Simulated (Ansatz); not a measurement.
**C2H10InNO2Si: small, medium and large basis sets**

Aim: see how fast density functionals converge with the basis set for C2H10InNO2Si.

Method: one geometry, several basis sets; program: Ansatz 0.2.0, Gaussian basis.

Plan: PBE0-D4/def2-SVP; ωB97M-V/def2-SVP; PBE0-D4/def2-QZVPP; ωB97M-V/def2-QZVPP; the functionals' def2-TZVPP values are taken from earlier runs.

1 further run of the same task is left out (it didn't finish).

## 1. The geometry

The geometry comes from an earlier relaxation with PBE0-D4 in a triple-zeta def2 set; it is a stationary point, not always the lowest conformer. In takes the def2 core potential; no spin-orbit term is included.

SMILES `C[N](C)[In]([OH])[O][SiH3]`, 17 atoms, charge 0, spin multiplicity 1.

Atoms are counted from 1 here; the program's logs count them from 0.

Bond lengths: C1–N2 1.440 Å, C1–H8 1.101 Å, C1–H9 1.100 Å, C1–H10 1.092 Å, N2–C3 1.441 Å, N2–In4 1.987 Å, C3–H11 1.101 Å, C3–H12 1.100 Å, C3–H13 1.092 Å, In4–O5 1.970 Å, In4–O6 1.983 Å, O5–H14 0.961 Å, O6–Si7 1.623 Å, Si7–H15 1.487 Å, Si7–H16 1.494 Å, Si7–H17 1.494 Å. Angles: N2–C1–H8 112.0°, N2–C1–H9 111.0°, N2–C1–H10 111.5°, H8–C1–H9 107.3°, H8–C1–H10 107.5°, H9–C1–H10 107.3°, C1–N2–C3 113.7°, C1–N2–In4 123.1°, C3–N2–In4 122.7°, N2–C3–H11 112.0°, N2–C3–H12 111.0°, N2–C3–H13 111.4°, H11–C3–H12 107.2°, H11–C3–H13 107.7°, H12–C3–H13 107.5°, N2–In4–O5 124.9°, N2–In4–O6 121.5°, O5–In4–O6 113.5° and more.

## 2. PBE0-D4 in def2-SVP

Input file in.yaml:

```yaml
crystal:
  periodic: [false, false, false]
  atoms:
    - {symbol: C, position_ang: [0.891794, -1.483637, -0.082881]}
    - {symbol: N, position_ang: [0.752212, -0.291828, -0.878718]}
    - {symbol: C, position_ang: [1.422183, -0.365229, -2.152466]}
    - {symbol: In, position_ang: [-0.460398, 1.204263, -0.389771]}
    - {symbol: O, position_ang: [-0.758277, 2.817205, -1.480418]}
    - {symbol: O, position_ang: [-1.433901, 1.226060, 1.337763]}
    - {symbol: Si, position_ang: [-1.628213, 0.257808, 2.626318]}
    - {symbol: H, position_ang: [0.477336, -2.368724, -0.589134]}
    - {symbol: H, position_ang: [1.950500, -1.694392, 0.128293]}
    - {symbol: H, position_ang: [0.382003, -1.385671, 0.878265]}
    - {symbol: H, position_ang: [1.039449, -1.190649, -2.771879]}
    - {symbol: H, position_ang: [2.501488, -0.531579, -2.020336]}
    - {symbol: H, position_ang: [1.299375, 0.559435, -2.720290]}
    - {symbol: H, position_ang: [-1.355445, 3.426920, -1.039232]}
    - {symbol: H, position_ang: [-2.549370, 0.900461, 3.601534]}
    - {symbol: H, position_ang: [-2.201289, -1.066721, 2.239706]}
    - {symbol: H, position_ang: [-0.329447, -0.013702, 3.313256]}
basis:
  gaussian: {orbitals: def2-SVP}
hamiltonian: {xc: pbe0, dispersion: d4}
output: {orbitals: {seedname: orbitals}}
```

Run with:

```bash
$ ansatz run in.yaml --threads 2 --pin off --events-out ev --progress --plain --max-ram 22528MiB --backend cpu
```

The runs that follow: ωB97M-V in def2-SVP; PBE0-D4 in def2-QZVPP; ωB97M-V in def2-QZVPP.

**Question.** What will the summary of the whole plan be? Wanted: PBE0-D4: double and triple zeta above quadruple; ωB97M-V: double and triple zeta above quadruple.

As calculated:

| quantity | value |
| --- | --- |
| PBE0-D4: double and triple zeta above quadruple | 13.36, 0.81 eV |
| ωB97M-V: double and triple zeta above quadruple | 13.67, 0.76 eV |

What this shows: PBE0-D4 gains 12.55 eV from double to triple zeta, then 0.81 eV more. These are total energies; as a rule much of such shifts cancels in differences, which this series doesn't test.
